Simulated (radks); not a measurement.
# Valence configurations of Lu⁺

One table from this session's results is given with a row withheld; the runs are named, their logs left out.

The numbers are computed with radks (a radial shooting solver on a logarithmic mesh, Libxc functionals) version 1 (Dirac Kohn-Sham, PBE, spin-unpolarised, spherical densities, finite nucleus; open shells are shared between the two j in proportion to 2j + 1), except any that are marked as measured or tabulated.

## The atom as given

- element: lutetium (Z = 71)
- charge: +1
- electrons: 70
- configuration: [Xe] 4f14 6s2
- nuclear rms radius: 5.37 fm
- others tried: 4f14 6s1 6p1; 4f14 5d1 6s1; 4f12 5d1 6s1 6p2; 4f12 6s2 6p2; 4f11 5d2 6s1 6p2; 4f14 5d1.5 6s0.5; 4f13 6s2 6p1; 4f13 5d1 6s2; 4f13 6s1 6p2

The outer shells:

Lu⁺
```
[Xe] core
4f [↑↓][↑↓][↑↓][↑↓][↑↓][↑↓][↑↓]
6s [↑↓]
```

Set-up of the first run:

Input:

```text
Z 71
configuration [Xe] 4f14 6s2
relativity Dirac
functional pbe,pbe
spin unpolarised
j_filling average
nucleus finite rms 5.37 fm
c 137.035999084
```

Steps of the session up to this table: [Xe] 4f14 6s2.

One of the session's tables, all rows but one given; the rest of the session is left out.

It belongs to the step «[Xe] 4f14 6s2». From the orbitals of this run (lengths in bohr):

| level | <r> | outermost maximum (interpolated) | 90 % within | nodes |
| --- | --- | --- | --- | --- |
| 4d3/2 | 0.5410 | 0.476 | 0.814 | 1 |
| 4d5/2 | 0.5525 | 0.485 | 0.831 | 1 |
| 5s1/2 | ? | ? | ? | ? |
| 5p1/2 | 1.309 | 1.13 | 1.92 | 3 |
| 5p3/2 | 1.419 | 1.22 | 2.09 | 3 |
| 4f5/2 | 0.7133 | 0.466 | 1.23 | 0 |
| 4f7/2 | 0.7287 | 0.471 | 1.26 | 0 |
| 6s1/2 | 3.267 | 2.87 | 4.74 | 5 |

**Question.** Estimate the row for 5s1/2.

As computed: <r>: 1.170; outermost maximum (interpolated): 1.04; 90 % within: 1.69; nodes: 4. In the column «<r>» it lies between 4f7/2 (0.7287) and 5p1/2 (1.309).
